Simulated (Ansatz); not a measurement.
# GeHSCl2F (SMILES [F][Ge]([SH])([Cl])[Cl]) at 6 levels

We compute a comparison of 6 runs (HF/STO-3G, HF/3-21G, B3LYP/6-31G*, BLYP/def2-SVP, PBE0/def2-SVP, MP2/6-31G*) of GeHSCl2F. 

The calculation is run with Ansatz 0.2.0.

2 further runs of the same task are left out: 2 for a known fault of the program.

### Step 1. The structure to begin with

The species is GeHSCl2F (6 atoms), meant as a singlet with charge 0. As SMILES, `[F][Ge]([SH])([Cl])[Cl]`. The shape is that of a PBE0-D4/def2-TZVP optimisation. This is one conformer, not always the lowest.

Bond lengths: F1–Ge2 1.720 Å, Ge2–S3 2.181 Å, Ge2–Cl4 2.115 Å, Ge2–Cl5 2.121 Å, S3–H6 1.346 Å. Angles: F1–Ge2–S3 111.1°, F1–Ge2–Cl4 107.1°, F1–Ge2–Cl5 104.8°, S3–Ge2–Cl4 109.1°, S3–Ge2–Cl5 113.6°, Cl4–Ge2–Cl5 110.9°, Ge2–S3–H6 92.1°.

### Step 2. Energy and forces at HF/STO-3G (run 1)

The input, molecule.yaml:

```yaml
crystal:
  periodic: [false, false, false]
  atoms:
    - symbol: F
      position_ang: [1.026900, -1.407000, -0.691200]
    - symbol: Ge
      position_ang: [-0.148100, -0.195600, -0.359900]
    - symbol: S
      position_ang: [-0.244400, 0.240000, 1.774800]
    - symbol: Cl
      position_ang: [-2.016500, -0.953000, -0.997700]
    - symbol: Cl
      position_ang: [0.438900, 1.465300, -1.540500]
    - symbol: H
      position_ang: [0.985300, 0.786300, 1.768500]
basis:
  gaussian: {orbitals: STO-3G}
hamiltonian: {xc: hf}
accuracy: high
output: {forces: true, orbitals: {seedname: orbitals}}
```

Command:

```console
ansatz run molecule.yaml --threads 1 --pin off --max-ram 2610MiB --events-out events.jsonl --progress --plain --runs-dir runs
```

What it wrote:

```text
Warning: RAYON_NUM_THREADS=1 ignored (pool sized by the plan → 1); use --threads N
Functional definition: HF
  name "HF"
  exchange = exact_x
  correlation = 0
956 factors; integrals over basis functions are off by at most 5.1e-8 eV
mean field evaluation 1: about -93953.9208 eV, gradient 2.5e1 eV
mean field evaluation 2: about -93953.9973 eV, gradient 2.6e1 eV
mean field evaluation 4: about -93957.3897 eV, gradient 1.4e0 eV
mean field evaluation 8: about -93957.4057 eV, gradient 3.0e-2 eV
mean field -93957.40570036 eV, -3452.8709728714 hartree, gradient 8.7e-9 eV, S^2 0.000000; 0 other end points of the search recorded, 0 dependent functions left out
the calculation of the forces begins
reference -93957.40570036 eV, -3452.8709728714 hartree; 46, 46 occupied and 5, 5 virtual orbitals, 956 factors
Total energy: -93957.40570036 eV, -3452.8709728714 hartree
Atom 0 at     1.026900    -1.407000    -0.691200 Å, force    -1.008629     0.998558     0.217360 eV/Å
Atom 1 at    -0.148100    -0.195600    -0.359900 Å, force     1.290187    -1.347672     0.443034 eV/Å
Atom 2 at    -0.244400     0.240000     1.774800 Å, force     0.573918     0.288536    -0.343583 eV/Å
Atom 3 at    -2.016500    -0.953000    -0.997700 Å, force    -0.399696    -0.107014    -0.239325 eV/Å
Atom 4 at     0.438900     1.465300    -1.540500 Å, force     0.020039     0.356434    -0.237960 eV/Å
Atom 5 at     0.985300     0.786300     1.768500 Å, force    -0.475818    -0.188843     0.160474 eV/Å
Dipole moment:     0.311905     0.005238     0.485570 e Å
```

Wall time 6.6 s (1 thread of Intel Xeon at 2.50GHz (Skylake/Cascade Lake), shared host); peak memory 0.32 GiB.

### Step 3. Energy and gradient at HF/3-21G (run 2)

molecule.yaml, as its differences from that of step 2:

```diff
@@ -16,5 +16,7 @@
 basis:
-  gaussian: {orbitals: STO-3G}
-hamiltonian: {xc: hf}
+  gaussian:
+    orbitals: 3-21G-spherical.json
+output: {forces: true, orbitals: {seedname: orbitals}}
+hamiltonian:
+  xc: hf
 accuracy: high
-output: {forces: true, orbitals: {seedname: orbitals}}
```

The basis set 3-21G is read from a file made from the Basis Set Exchange's data (not shown).

Command:

```console
ansatz run molecule.yaml --threads 1 --pin off --max-ram 2610MiB --events-out events.jsonl --progress --plain --runs-dir runs
```

What it wrote, cut to the lines that bear on the results:

```text
Warning: RAYON_NUM_THREADS=1 ignored (pool sized by the plan → 1); use --threads N
Functional definition: HF
  name "HF"
[...]
1479 factors; integrals over basis functions are off by at most 5.8e-9 eV
[...]
mean field -94563.36610802 eV, -3475.1396071179 hartree, gradient 2.6e-8 eV, S^2 0.000000; 0 other end points of the search recorded, 0 dependent functions left out
[...]
reference -94563.36610802 eV, -3475.1396071179 hartree; 46, 46 occupied and 26, 26 virtual orbitals, 1479 factors
Total energy: -94563.36610802 eV, -3475.1396071179 hartree
Atom 0 at     1.026900    -1.407000    -0.691200 Å, force    -0.846654     0.906350     0.264107 eV/Å
Atom 1 at    -0.148100    -0.195600    -0.359900 Å, force     1.479304    -2.011101    -0.240920 eV/Å
Atom 2 at    -0.244400     0.240000     1.774800 Å, force     0.077563     0.236557     0.704461 eV/Å
Atom 3 at    -2.016500    -0.953000    -0.997700 Å, force    -1.293364    -0.495012    -0.464621 eV/Å
Atom 4 at     0.438900     1.465300    -1.540500 Å, force     0.384016     1.170864    -0.785096 eV/Å
Atom 5 at     0.985300     0.786300     1.768500 Å, force     0.199135     0.192342     0.522070 eV/Å
Dipole moment:     0.229304     0.202872     0.317556 e Å
```

Run time: 9 s. Hardware: 1 thread of Intel Xeon at 2.50GHz (Skylake/Cascade Lake), shared host; peak memory 0.32 GiB.

Runs 3 to 4 aren't shown in full; the table further down has their settings and results.

### Step 4. Energy and gradient at PBE0/def2-SVP (run 5)

The input, input.yaml:

```yaml
crystal:
  periodic: [false, false, false]
  atoms:
    - {symbol: F, position_ang: [1.026900, -1.407000, -0.691200]}
    - {symbol: Ge, position_ang: [-0.148100, -0.195600, -0.359900]}
    - {symbol: S, position_ang: [-0.244400, 0.240000, 1.774800]}
    - {symbol: Cl, position_ang: [-2.016500, -0.953000, -0.997700]}
    - {symbol: Cl, position_ang: [0.438900, 1.465300, -1.540500]}
    - {symbol: H, position_ang: [0.985300, 0.786300, 1.768500]}
basis:
  gaussian:
    orbitals: def2-SVP
hamiltonian:
  xc: pbe0
accuracy: high
output: {forces: true, orbitals: {seedname: orbitals}}
```

Command:

```console
ansatz run input.yaml --threads 1 --pin off --max-ram 2610MiB --events-out events.jsonl --progress --plain --runs-dir runs
```

What it wrote, cut to the lines that bear on the results:

```text
Warning: RAYON_NUM_THREADS=1 ignored (pool sized by the plan → 1); use --threads N
Functional definition: PBE0
  name "PBE0"
[...]
2038 factors; integrals over basis functions are off by at most 1.3e-8 eV
[...]
mean field -95094.06395284 eV, -3494.6423931951 hartree, gradient 4.9e-8 eV, S^2 0.000000; 0 other end points of the search recorded, 0 dependent functions left out
[...]
reference -95094.06395488 eV, -3494.6423932701 hartree; 46, 46 occupied and 59, 59 virtual orbitals, 2038 factors
Total energy: -95094.06395488 eV, -3494.6423932701 hartree
Atom 0 at     1.026900    -1.407000    -0.691200 Å, force     0.142329    -0.139869    -0.032042 eV/Å
Atom 1 at    -0.148100    -0.195600    -0.359900 Å, force    -0.014303    -0.006938     0.101582 eV/Å
Atom 2 at    -0.244400     0.240000     1.774800 Å, force    -0.179721    -0.053075     0.069695 eV/Å
Atom 3 at    -2.016500    -0.953000    -0.997700 Å, force    -0.180995    -0.058109    -0.053590 eV/Å
Atom 4 at     0.438900     1.465300    -1.540500 Å, force     0.049921     0.170185    -0.102500 eV/Å
Atom 5 at     0.985300     0.786300     1.768500 Å, force     0.182769     0.087807     0.016855 eV/Å
Dipole moment:     0.067904     0.243843     0.268209 e Å
```

Run time: 28 s. Hardware: 1 thread of Intel Xeon at 2.50GHz (Skylake/Cascade Lake), shared host; peak memory 0.45 GiB.

### Step 5. Energy and forces at MP2/6-31G(d) (spherical functions) (run 6)

The input, molecule.yaml:

```yaml
crystal:
  periodic: [false, false, false]
  atoms:
    - {symbol: F, position_ang: [1.026900, -1.407000, -0.691200]}
    - {symbol: Ge, position_ang: [-0.148100, -0.195600, -0.359900]}
    - {symbol: S, position_ang: [-0.244400, 0.240000, 1.774800]}
    - {symbol: Cl, position_ang: [-2.016500, -0.953000, -0.997700]}
    - {symbol: Cl, position_ang: [0.438900, 1.465300, -1.540500]}
    - {symbol: H, position_ang: [0.985300, 0.786300, 1.768500]}
basis:
  gaussian: {orbitals: 6-31G_st_-spherical.json}
correlation: {method: mp2, frozen_orbitals: {Cl: 5, F: 1, Ge: 9, H: 0, S: 5}}
accuracy: high
output: {forces: true, orbitals: {seedname: orbitals}}
```

The basis set 6-31G* is read from a file made from the Basis Set Exchange's data (not shown).

Command:

```console
ansatz run molecule.yaml --threads 1 --pin off --max-ram 2610MiB --events-out events.jsonl --progress --plain --runs-dir runs
```

What it wrote, cut to the lines that bear on the results:

```text
Warning: RAYON_NUM_THREADS=1 ignored (pool sized by the plan → 1); use --threads N
Functional definition: HF
  name "HF"
[...]
2089 factors; integrals over basis functions are off by at most 8.6e-9 eV
[...]
mean field -95014.56426555 eV, -3491.7208335742 hartree, gradient 1.2e-8 eV, S^2 0.000000; 0 other end points of the search recorded, 0 dependent functions left out
25 core orbitals not correlated: weight in the atoms' cores, before any rotation towards them, 1.000 or more for the frozen orbitals, at most 0.000 for the correlated occupied ones
reference -95014.56426555 eV, -3491.7208335742 hartree; 21, 21 occupied and 56, 56 virtual orbitals, 2089 factors
second order -21.54189386 eV of doubles, -0.00000000 eV of singles
[...]
Total energy: -95036.10615941 eV, -3492.5124835719 hartree
Atom 0 at     1.026900    -1.407000    -0.691200 Å, force     0.258950    -0.256236    -0.058474 eV/Å
Atom 1 at    -0.148100    -0.195600    -0.359900 Å, force    -0.190247     0.114174     0.106959 eV/Å
Atom 2 at    -0.244400     0.240000     1.774800 Å, force     0.033801     0.038165    -0.009869 eV/Å
Atom 3 at    -2.016500    -0.953000    -0.997700 Å, force    -0.110283    -0.019683    -0.029094 eV/Å
Atom 4 at     0.438900     1.465300    -1.540500 Å, force     0.019580     0.121881    -0.059771 eV/Å
Atom 5 at     0.985300     0.786300     1.768500 Å, force    -0.011801     0.001699     0.050249 eV/Å
Dipole moment:     0.103110     0.221731     0.271232 e Å
```

It took 38 s on 1 thread of Intel Xeon at 2.50GHz (Skylake/Cascade Lake), shared host; peak memory 0.43 GiB.

### Step 6. The series

```csv
run,level,frozen core orbitals,energy (Eh),dipole moment (D),HOMO energy (eV),LUMO energy (eV),wall time
1,HF/STO-3G,–,-3452.870973,2.77,-8.96,6.34,6.6 s
2,HF/3-21G,–,-3475.139607,2.12,-12.13,1.40,9 s
3,B3LYP/6-31G* (spherical functions),–,-3495.921216,1.75,-8.21,-2.11,35 s
4,BLYP/def2-SVP,–,-3495.462552,1.65,-6.79,-2.31,16 s
5,PBE0/def2-SVP,–,-3494.642393,1.77,-8.44,-1.52,28 s
6,MP2/6-31G* (spherical functions),25,-3492.512484,1.75,-11.56,2.16,38 s
```

### Step 7. Outcome

```
                                           quantity           value
                                run 6: total energy  -3492.51248 Eh
          run 6: dipole moment (correlated density)          1.75 D
         run 6: HOMO energy (Hartree–Fock orbitals)       -11.56 eV
         run 6: LUMO energy (Hartree–Fock orbitals)         2.16 eV
       run 6: HOMO–LUMO gap (Hartree–Fock orbitals)        13.73 eV
run 6: correlation energy (25 core orbitals frozen)      -791.6 mEh
                    run 6: largest force on an atom      0.369 eV/Å
```

The dipole moment (its size) runs from 1.65 D (BLYP/def2-SVP) to 2.77 D (HF/STO-3G). The two ends differ in method and basis. Over runs 1, 2, 3, 4, 5 the HOMO–LUMO gap runs from 4.48 eV (BLYP/def2-SVP) to 15.30 eV (HF/STO-3G). Totals of different functionals can't be ranked against each other. In run 1 the basis is minimal, so the values are rough. All runs together took 2.2 min, the longest 38 s.
